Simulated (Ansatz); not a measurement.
Al3Au:

```
Au Al
1.0
    -2.02533    2.02533    4.05660
     2.02533   -2.02533    4.05660
     2.02533    2.02533   -4.05660
Au Al
1 3
Direct
  0.00000 0.00000 0.00000
  0.50000 0.50000 0.00000
  0.25000 0.75000 0.50000
  0.75000 0.25000 0.50000
```

The cell comes from a database or a generator and needn't be the stable form of this composition.

Base run:

| Item | Value |
| --- | --- |
| Program | Ansatz 0.2.0 |
| Functional | PBEsol |
| Potentials or basis | Ansatz PAW |
| Cutoff | 420 eV |
| Density cutoff | 1680 eV |
| k mesh | 9 × 9 × 9 |
| Occupations | fermi-dirac, width 0.05 eV |
| Spin | no spin polarisation |

Its results: band gap on the k mesh none (metal or under the smearing width); pressure -2.6 GPa.

Q: The run is repeated on the same cell with these changes: functional from PBEsol to PBE. What comes out?

A: Band gap on the k mesh none (metal or under the smearing width); pressure 0.4 GPa.

PBE binds less tightly than PBEsol, so the same cell stands under more pressure.

Caveats: the PAW data sets come from PBE, with cores solved anew for the run's functional, which leaves a small shift of forces and pressure (some runs).

Not every run made on this cell is shown here.
